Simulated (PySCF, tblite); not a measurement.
# C5H6O2: infrared bands and NMR shifts

Aim: predict the infrared bands and NMR shifts of C5H6O2 (`C=CC(=C)OC=O`).

Computed with tblite 0.8.0 and PySCF 2.14.0, with density-fitted response routines of our own, on a single molecule in the gas phase. Atoms count from 0, in the outputs and in this text.

### Step 1. The molecule as given

13 atoms, charge 0, multiplicity 1; geometry from: GFN2-xTB.

Bonds of the start (Å): C0–C1 1.33, C1–C2 1.46, C2–C3 1.33, C2–O4 1.40, O4–C5 1.32, C5–O6 1.19, C0–H7 1.08, C0–H8 1.08, C1–H9 1.08, C3–H10 1.07, C3–H11 1.07, C5–H12 1.11.

### Step 2. Infrared spectrum with GFN2-xTB

What the job is given:

```
{"job": {"kind": "ir", "xc": "GFN2-xTB", "basis": "xTB"}, "charge": 0, "multiplicity": 1}
C      0.177699    -0.940988    -2.010328
C     -0.700571    -0.666717    -1.053630
C     -0.410005     0.129747     0.132111
C     -1.309470     0.391152     1.078098
O      0.895614     0.629272     0.152804
C      1.565988     0.816706     1.277129
O      1.220292     0.597424     2.398151
H     -0.089792    -1.536251    -2.865757
H      1.190094    -0.576907    -1.968268
H     -1.715037    -1.034631    -1.108336
H     -1.085007     0.982137     1.946265
H     -2.304826    -0.005934     0.998438
H      2.560632     1.215476     1.005595
```

**Question.** This job is followed by: GIAO PBE0/pcSseg-1 NMR shielding, non-relativistic, gas phase. What will the session give for the following? strongest single infrared mode (GFN2-xTB); zero-point energy (GFN2-xTB); ¹³C shifts against TMS (PBE0/pcSseg-1); ¹H shifts against TMS (PBE0/pcSseg-1); ¹⁷O shifts against H2O (PBE0/pcSseg-1).

**Answer**, as computed:

| quantity | value |
| --- | --- |
| strongest single infrared mode (GFN2-xTB) | 1792 cm⁻¹, 501 km/mol |
| zero-point energy (GFN2-xTB) | 60.4 kcal/mol |
| ¹³C shifts against TMS (PBE0/pcSseg-1) | 162.7, 157.9, 140.3, 122.5, 114.4 ppm |
| ¹H shifts against TMS (PBE0/pcSseg-1) | 8.33, 6.36, 6.05, 6.05, 5.55, 5.47 ppm |
| ¹⁷O shifts against H2O (PBE0/pcSseg-1) | 452.4, 242.4 ppm |

No mode is imaginary among the 33: a minimum at this level. The strongest single mode, at 1792 cm⁻¹, moves mainly C5 and O6. GFN2-xTB is a fitted tight-binding method: band positions and strengths are rough. Its intensities can rank the bands wrongly. At PBE0/pcSseg-1: Shielding is most anisotropic at O6 (span 739 ppm, paramagnetic term -517 ppm).
